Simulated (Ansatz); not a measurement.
# C5H11F2Ga: vertical ionisation energy

Aim: the vertical ionisation energy of C5H11F2Ga, as cation minus neutral at the neutral's geometry, on several levels, and how well −ε(HOMO) stands in for it.

Method: unrestricted cation, the program's frozen cores in correlated methods; program: Ansatz 0.2.0, Gaussian basis.

Levels to be run: UKS PBE-D4/def2-TZVPP; UKS r2SCAN-D4/def2-TZVPP; UKS PBE0-D4/def2-TZVPP; UKS B3LYP-D4/def2-TZVPP; UKS wB97X-V/def2-TZVPP; UKS wB97M-V/def2-TZVPP; UKS B2PLYP/def2-TZVPP; UHF-CCSD(T)/def2-TZVPP; UHF-MP2/def2-QZVPP; extrapolation to the limit; then −ε(HOMO) from the neutral's earlier runs with LDA (SPW92), PBE-D4, revPBE-D4, BLYP-D4, r2SCAN-D4, B97M-V, PBE0-D4, B3LYP-D4, r2SCANh-D4, r2SCAN0-D4, HSE06-D4, BHLYP-D4, CAM-B3LYP-D4, LC-ωPBE, ωB97X-V, ωB97M-V.

## (1) The geometry

All runs share one geometry, relaxed beforehand with PBE0-D4 in a triple-zeta def2 set.

SMILES `CC(C)(C)[CH2][Ga]([F])[F]`, 19 atoms, charge 0, spin multiplicity 1.

Atoms are counted from 1 here; the program's logs count them from 0.

Bond lengths: C1–C2 1.529 Å, C1–H9 1.093 Å, C1–H10 1.093 Å, C1–H11 1.093 Å, C2–C3 1.526 Å, C2–C4 1.526 Å, C2–C5 1.532 Å, C3–H12 1.095 Å, C3–H13 1.094 Å, C3–H14 1.093 Å, C4–H15 1.094 Å, C4–H16 1.094 Å, C4–H17 1.093 Å, C5–Ga6 1.949 Å, C5–H18 1.095 Å, C5–H19 1.095 Å, Ga6–F7 1.750 Å, Ga6–F8 1.753 Å. Angles: C2–C1–H9 110.8°, C2–C1–H10 111.1°, C2–C1–H11 111.1°, H9–C1–H10 107.9°, H9–C1–H11 107.9°, H10–C1–H11 108.0°, C1–C2–C3 109.4°, C1–C2–C4 109.4°, C1–C2–C5 108.3°, C3–C2–C4 109.6°, C3–C2–C5 110.0°, C4–C2–C5 110.1°, C2–C3–H12 111.3°, C2–C3–H13 111.1°, C2–C3–H14 110.8°, H12–C3–H13 108.5°, H12–C3–H14 107.3°, H13–C3–H14 107.7° and more.

## (2) Cation, UKS PBE-D4/def2-TZVPP

in.yaml reads:

```yaml
crystal:
  periodic: [false, false, false]
  atoms:
    - {symbol: C, position_ang: [-0.826037, -1.731906, 0.235876]}
    - {symbol: C, position_ang: [-0.102917, -0.385691, 0.193043]}
    - {symbol: C, position_ang: [1.404675, -0.618242, 0.239331]}
    - {symbol: C, position_ang: [-0.528352, 0.456645, 1.392419]}
    - {symbol: C, position_ang: [-0.483621, 0.324628, -1.109387]}
    - {symbol: Ga, position_ang: [0.345228, 2.068731, -1.373725]}
    - {symbol: F, position_ang: [0.115114, 3.056993, -2.799143]}
    - {symbol: F, position_ang: [1.417108, 2.889416, -0.255073]}
    - {symbol: H, position_ang: [-0.582210, -2.273864, 1.153566]}
    - {symbol: H, position_ang: [-1.910512, -1.596930, 0.203313]}
    - {symbol: H, position_ang: [-0.539049, -2.360001, -0.611803]}
    - {symbol: H, position_ang: [1.953548, 0.328734, 0.256528]}
    - {symbol: H, position_ang: [1.740696, -1.197558, -0.625628]}
    - {symbol: H, position_ang: [1.684049, -1.172271, 1.139016]}
    - {symbol: H, position_ang: [0.002460, 1.413480, 1.416058]}
    - {symbol: H, position_ang: [-1.603423, 0.657616, 1.370852]}
    - {symbol: H, position_ang: [-0.306386, -0.062677, 2.328107]}
    - {symbol: H, position_ang: [-0.214495, -0.280028, -1.982210]}
    - {symbol: H, position_ang: [-1.565848, 0.482926, -1.171132]}
basis:
  gaussian: {orbitals: def2-TZVPP}
total_charge: 1
magnetization: {spin_polarized: true, initial_magnetization: 1}
hamiltonian: {xc: pbe, dispersion: d4}
```

Launch:

```sh
$ ansatz run in.yaml --threads 4 --pin off --events-out ev --progress --plain --max-ram 66560MiB --backend cuda --devices 0, --max-vram 37GiB
```

The runs that follow: Cation, UKS r2SCAN-D4/def2-TZVPP; Cation, UKS PBE0-D4/def2-TZVPP; Cation, UKS B3LYP-D4/def2-TZVPP; Cation, UKS wB97X-V/def2-TZVPP; Cation, UKS wB97M-V/def2-TZVPP; Cation, UKS B2PLYP (frozen core)/def2-TZVPP; Cation, UHF-CCSD(T)/def2-TZVPP; Cation, UHF-MP2/def2-QZVPP.

Before running them: what should the planned runs give, taken together? Wanted: ionisation energy, CCSD(T)/CBS; nearest functional by difference; nearest −ε(HOMO); −ε(HOMO) of PBE; T1 of the cation.

The runs gave:

```
                        quantity               value
  ionisation energy, CCSD(T)/CBS            11.18 eV
nearest functional by difference  ωB97X-V (-0.32 eV)
                nearest −ε(HOMO)  ωB97X-V (-0.10 eV)
                 −ε(HOMO) of PBE             7.44 eV
                T1 of the cation               0.026
```

**Reading.** Energy differences with functionals land within 1.02 eV of the reference. −ε(HOMO) of PBE misses by 3.7 eV, since self-interaction lifts the level. Among orbital estimates ωB97X-V comes nearest. Hartree-Fock falls 0.89 eV short, as the neutral has more correlation energy than the cation. The cation may have settled in a state other than its lowest; no search over hole states beyond the program's own was made. Correlated methods include outer-core shells of Ga, which these sets cover unevenly. With outer-core shells in play the reference is unsure by up to some tenths of an eV, so close misses can't be ranked.
